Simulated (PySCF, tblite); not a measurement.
**AlFH2O2, a small molecule taken as a stand-in for a surface group (alumina monomer): NMR shifts, core binding energies and electronic excitations**

Wanted: the NMR shifts, core binding energies and electronic excitations for `[OH][Al]([OH])[F]`.

Programs: tblite 0.8.0 and PySCF 2.14.0. All values are calculated, for the isolated system unless a continuum is named. Atoms count from 0, parts from 1.

### 1 The system as given

6 atoms, charge 0, multiplicity 1; geometry: distance geometry start.

### 2 Relaxing the cluster with GFN2-xTB

What the job is given:

```
{"job": {"kind": "relax", "xc": "GFN2-xTB", "basis": "xTB"}, "charge": 0, "multiplicity": 1}
O     -1.103490    -0.901086     1.358643
Al     0.698631    -0.719361     0.992557
O      1.204718    -1.056046    -0.773407
F      1.800583    -1.334358     2.264808
H     -1.822971    -0.288737     1.068686
H      2.029472    -0.707645    -1.187650
```

Level: GFN2-xTB geometry optimisation, gas phase.

The run is started by

```console
$ OMP_NUM_THREADS=1 python cluster_run.py task.json out
```

This one command runs all jobs of the session in turn.

**Question.** The jobs that follow are: PBE0-D3(BJ)/def2-SVP geometry optimisation, gas phase; GIAO PBE0/pcSseg-2 NMR shielding, non-relativistic, gas phase; delta-SCF UKS SCAN, pcX-2 on the ionised atom, pcseg-1 elsewhere, spin-free X2C; TDDFT CAM-B3LYP/def2-SVPD, vertical, gas phase, core orbitals frozen in the response. Predict: point group; rotational constants (main isotopes); 1H shifts against TMS (PBE0/pcSseg-2); 17O shifts against H2O (PBE0/pcSseg-2); 27Al shifts against AlH4- (PBE0/pcSseg-2); 19F shifts against CFCl3 (PBE0/pcSseg-2); O1s binding energies, SCAN/pcX-2; Al2p binding energies, SCAN/pcX-2; F1s binding energies, SCAN/pcX-2; lowest singlet (CAM-B3LYP/def2-SVPD); brightest single state of those computed; lowest triplet; vertical ionisation energy (ΔSCF); vertical electron affinity (ΔSCF).

The runs gave:

| quantity | value |
| --- | --- |
| point group | Cs |
| rotational constants (main isotopes) | 6.58, 6.51, 3.27 GHz |
| 1H shifts against TMS (PBE0/pcSseg-2) | 1.18, 1.10 ppm |
| 17O shifts against H2O (PBE0/pcSseg-2) | 7.8, 0.6 ppm |
| 27Al shifts against AlH4- (PBE0/pcSseg-2) | 7.5 ppm |
| 19F shifts against CFCl3 (PBE0/pcSseg-2) | -210.4 ppm |
| O1s binding energies, SCAN/pcX-2 | O2 538.72, O0 538.69 eV |
| Al2p binding energies, SCAN/pcX-2 | Al1 82.01 eV |
| F1s binding energies, SCAN/pcX-2 | F3 692.04 eV |
| lowest singlet (CAM-B3LYP/def2-SVPD) | 7.07 eV (175 nm), f = 0.000 |
| brightest single state of those computed | state 2, 7.64 eV, f = 0.112 |
| lowest triplet | 6.73 eV |
| vertical ionisation energy (ΔSCF) | 12.31 eV |
| vertical electron affinity (ΔSCF) | -0.25 eV (unbound: the value hangs on the basis) |

In words: Relaxing lowered the energy by 0.129 eV in 6 steps; the close pair that moved most is O0–Al1, from 1.617 to 1.686 Å (PBE0/def2-SVP). At PBE0/pcSseg-2: The widest tensor belongs to Al1: span 140 ppm, with a paramagnetic part of -314 ppm. The O1s levels computed lie within 0.04 eV of one another, too close to rank. The lowest singlet, at 7.07 eV, is HOMO→LUMO 0.92 and is dark; of the 6 states computed, the strongest absorption comes from state 2 at 7.64 eV. The lowest triplet lies 0.33 eV below the lowest singlet (triplets in Tamm-Dancoff, singlets in full TDDFT). ΔSCF puts the ionisation energy at 12.31 eV, 1.24 eV above −ε(HOMO).
